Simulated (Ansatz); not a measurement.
# Zr4ScO: the cost of one run

Computed with Ansatz 0.2.0 (DFT PBE, scalar-relativistic, plane waves, PAW, unless a step's input says otherwise).

2 further runs of the same task are left out: 1 that didn't finish, 1 set aside as unsound or not needed.

### Step 1. The system as given

Symmetry: F-43m, No. 216, cubic system. Conventional cell: a = 7.591 Å, b = 7.591 Å, c = 7.591 Å, α = 90.00°, β = 90.00°, γ = 90.00°. Zr (site symmetry 3m) has 3 Zr at 1.93 Å and 1 O at 2.11 Å as nearest neighbours. Sc (site symmetry -43m) has 12 Zr at 3.10 Å as nearest neighbours. Around O (site symmetry -43m) lie 4 Zr at 2.11 Å.

As a file:

```
Zr Sc O
1.0
     0.00000    3.79551    3.79551
     3.79551    0.00000    3.79551
     3.79551    3.79551    0.00000
Zr Sc O
4 1 1
Direct
  0.58973 0.58973 0.58973
  0.58973 0.58973 0.23081
  0.58973 0.23081 0.58973
  0.23081 0.58973 0.58973
  0.25000 0.25000 0.25000
  0.75000 0.75000 0.75000
```

A structure generator made this guess: random cell by space group and Wyckoff sites (F-43m, No. 216). Lengths come from tabulated atomic sizes and are only a guess.

### Step 2. Probe: one point on a coarse mesh

input.yaml reads:

```yaml
crystal:
  lattice:
    - [0.0, 3.79550843, 3.79550843]
    - [3.79550843, 0.0, 3.79550843]
    - [3.79550843, 3.79550843, 0.0]
  atoms:
    - { symbol: Zr, position: [0.58973142, 0.58973142, 0.58973142] }
    - { symbol: Zr, position: [0.58973142, 0.58973142, 0.23080573] }
    - { symbol: Zr, position: [0.58973142, 0.23080573, 0.58973142] }
    - { symbol: Zr, position: [0.23080573, 0.58973142, 0.58973142] }
    - { symbol: Sc, position: [0.25, 0.25, 0.25] }
    - { symbol: O, position: [0.75, 0.75, 0.75] }
basis:
  ecutwfc: 420
kpoints:
  mp_grid: { grid: [4, 4, 4] }
hamiltonian:
  xc: pbe
scf:
  occupations: { method: gaussian, width: 0.1 }
  lower_state_search: "off"
output:
  forces: true
  stress: true
  eigenvalues: true
```

On the command line:

```
ansatz run input.yaml --threads 1 --pin off --max-ram 2560MiB --backend cpu --events-out ev --progress --plain --runs-dir out
```

**Question.** How long does this run take on 1 thread of Intel Xeon 6975P-C (Granite Rapids), shared host, and how much memory does it need?

About 3.1 s, with a peak of 0.39 GiB.
